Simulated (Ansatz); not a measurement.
# Ir: the cost of one run

Method: DFT LDA, scalar-relativistic, plane waves, PAW, in Ansatz 0.2.0.

20 further runs of the same task are left out: 20 set aside as unsound or not needed.

### 1 The structure to begin with

The structure is hexagonal, space group P6_3/mmc (No. 194). The conventional cell has a = 2.705 Å, b = 2.705 Å, c = 4.386 Å, α = 90.00°, β = 90.00°, γ = 120.00°. Ir (site symmetry -6m2) has 12 Ir at 2.69 to 2.71 Å as nearest neighbours.

As a file:

```
CELL_PARAMETERS angstrom
2.70524 0.00000 0.00000
-1.35262 2.34281 0.00000
0.00000 0.00000 4.38624
ATOMIC_POSITIONS crystal
Ir 0.66667 0.33333 0.75000
Ir 0.33333 0.66667 0.25000
```

It goes back to an entry of the Materials Project, which need not be the stable form.

It is the result of an earlier relaxation at this level (volume 13.90 Å³/atom; gap on the mesh: none (metal)).

### 2 Plan of the line

The energy is mapped over volume and a fixed ferromagnetic moment.

The axes are (1) volume per atom: 7 values from 11.40 to 16.40 Å³; (2) total spin moment of the cell, held fixed: 9 values from 0.0 to 1.6 μB.

Nothing else is relaxed (shape and fractional coordinates fixed). Points are written as (first, second).

### 3 The run at (12.23 Å³, 0.0 μB)

Input file input.yaml:

```yaml
crystal:
  lattice:
    - [2.5924095241, 0.0, 0.0]
    - [-1.2962047621, 2.2450925049, 0.0]
    - [0.0, 0.0, 4.2032925665]
  atoms:
    - { symbol: Ir, position: [0.6666666667, 0.3333333333, 0.75] }
    - { symbol: Ir, position: [0.3333333333, 0.6666666667, 0.25] }
basis:
  ecutwfc: 420
kpoints:
  mp_grid: { grid: [21, 21, 12] }
hamiltonian:
  xc: lda
  pseudopotentials: { kind: paw, azcp: { folder: soft_1 } }
scf:
  occupations: { method: gaussian, width: 0.15 }
  lower_state_search: "off"
output:
  forces: true
  stress: true
  eigenvalues: true
```

Launch:

```console
$ ansatz run input.yaml --threads 2 --pin off --max-ram 4096MiB --backend cpu --events-out ev --progress --plain --runs-dir out
```

What time and memory should one allow on 2 threads of Arm Neoverse N1, shared host?

About 6.9 s, with a peak of 0.39 GiB.
